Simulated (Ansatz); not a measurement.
# C2H3BeN: the cost of one run

Computed with Ansatz 0.2.0 (the levels named in each step, unless a step's input says otherwise).

## 1. The starting structure

Bond lengths: Be1–N2 1.532 Å, N2–C3 1.218 Å, C3–C4 1.480 Å, C4–H5 1.090 Å, C4–H6 1.090 Å, C4–H7 1.098 Å. Angles: Be1–N2–C3 167.3°, N2–C3–C4 133.3°, C3–C4–H5 108.9°, C3–C4–H6 108.7°, C3–C4–H7 112.9°, H5–C4–H6 107.9°, H5–C4–H7 109.2°, H6–C4–H7 109.1°.

As a file:

```xyz
7

Be    2.2416   -0.2892    0.0056
N     0.7697    0.1338    0.0004
C    -0.3970    0.3791    0.2498
C    -1.6761   -0.2262   -0.1831
H    -2.2416   -0.5253    0.6992
H    -2.2572    0.5276   -0.7138
H    -1.5365   -1.0983   -0.8353
```

## 2. A rough first relaxation, PBE-D4/def2-SVP

This run stands in another session on the same molecule. It ended at:

```xyz
7

Be    2.3057   -0.1872   -0.0445
N     0.7999    0.0489    0.0827
C    -0.3823    0.3195    0.2466
C    -1.6878   -0.2276   -0.1901
H    -2.2955   -0.4884    0.7006
H    -2.2551    0.5595   -0.7279
H    -1.5821   -1.1231   -0.8447
```

## 3. Relaxation, PBE0-D4/def2-TZVPP

Contents of input.yaml:

```yaml
crystal:
  periodic: [false, false, false]
  atoms:
    - { symbol: Be, position_ang: [2.30573543, -0.18722154, -0.04450603] }
    - { symbol: "N", position_ang: [0.79993954, 0.04886407, 0.08269152] }
    - { symbol: C, position_ang: [-0.38228423, 0.31946156, 0.24661766] }
    - { symbol: C, position_ang: [-1.68778981, -0.227563, -0.19008517] }
    - { symbol: H, position_ang: [-2.29550703, -0.48840808, 0.70062719] }
    - { symbol: H, position_ang: [-2.25512664, 0.55954538, -0.72791318] }
    - { symbol: H, position_ang: [-1.58209726, -1.1231284, -0.844742] }
magnetization:
  spin_polarized: true
  initial_magnetization: 2
basis:
  gaussian: { orbitals: def2-TZVPP }
hamiltonian:
  xc: pbe0
  dispersion: d4
relax:
  f_tol: 0.002
  max_steps: 150
```

Started as:

```console
$ ansatz run input.yaml --threads 4 --pin off --max-ram 10240MiB --backend cpu --events-out ev --progress --plain --runs-dir out
```

Q: Estimate wall time and peak memory on 4 threads of Arm Neoverse V2, shared host.

About 18 s, with a peak of 0.32 GiB.
